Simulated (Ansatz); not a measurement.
# Al3BN2: the cost of one run

Program: Ansatz 0.2.0. Level of theory: DFT PBE, scalar-relativistic, plane waves, PAW. These are calculated values, not measurements.

1 further run of the same task is left out (it didn't finish).

## 1. The system as given

Symmetry: P6/mmm, No. 191, hexagonal system. Conventional cell: a = 4.048 Å, b = 4.048 Å, c = 6.217 Å, α = 90.00°, β = 90.00°, γ = 120.00°. Al (site symmetry -6m2) has 3 Al at 2.34 Å and 3 B at 2.34 Å as nearest neighbours. Around Al (site symmetry 6/mmm) lie 6 N at 2.34 Å. Around B (site symmetry 6/mmm) lie 6 Al at 2.34 Å. Around N (site symmetry -6m2) lie 3 Al at 2.34 Å and 3 N at 2.34 Å.

Coordinates:

```cif
data_structure
_symmetry_space_group_name_H-M 'P 1'
_symmetry_Int_Tables_number 1
_cell_length_a 4.0481
_cell_length_b 4.0481
_cell_length_c 6.2171
_cell_angle_alpha 90.000
_cell_angle_beta 90.000
_cell_angle_gamma 120.000
_cell_volume 88.23
loop_
_atom_site_label
_atom_site_type_symbol
_atom_site_fract_x
_atom_site_fract_y
_atom_site_fract_z
_atom_site_occupancy
Al1 Al 0.33333 0.66667 0.50000 1
Al2 Al 0.66667 0.33333 0.50000 1
Al3 Al 0.00000 0.00000 0.00000 1
B1 B 0.00000 0.00000 0.50000 1
N1 N 0.33333 0.66667 0.00000 1
N2 N 0.66667 0.33333 0.00000 1
```

Recipe of the guess: random cell by space group and Wyckoff sites (P6/mmm, No. 191). Its size is a rough estimate.

## 2. The guess as it stands, on a coarse mesh

File input.yaml:

```yaml
crystal:
  lattice:
    - [4.04812486, 0.0, 0.0]
    - [-2.02406243, 3.50577897, 0.0]
    - [0.0, 0.0, 6.21706626]
  atoms:
    - { symbol: Al, position: [0.33333333, 0.66666667, 0.5] }
    - { symbol: Al, position: [0.66666667, 0.33333333, 0.5] }
    - { symbol: Al, position: [0.0, 0.0, 0.0] }
    - { symbol: B, position: [0.0, 0.0, 0.5] }
    - { symbol: "N", position: [0.33333333, 0.66666667, 0.0] }
    - { symbol: "N", position: [0.66666667, 0.33333333, 0.0] }
basis:
  ecutwfc: 420
kpoints:
  mp_grid: { grid: [6, 6, 4] }
hamiltonian:
  xc: pbe
scf:
  occupations: { method: gaussian, width: 0.1 }
  lower_state_search: "off"
output:
  forces: true
  stress: true
  eigenvalues: true
```

Command:

```console
$ ansatz run input.yaml --threads 1 --pin off --max-ram 2560MiB --backend cpu --events-out ev --progress --plain --runs-dir out
```

**Question.** How long does this run take on 1 thread of Intel Xeon at 2.70GHz, shared host, and how much memory does it need?

About 3 s, with a peak of 0.36 GiB.
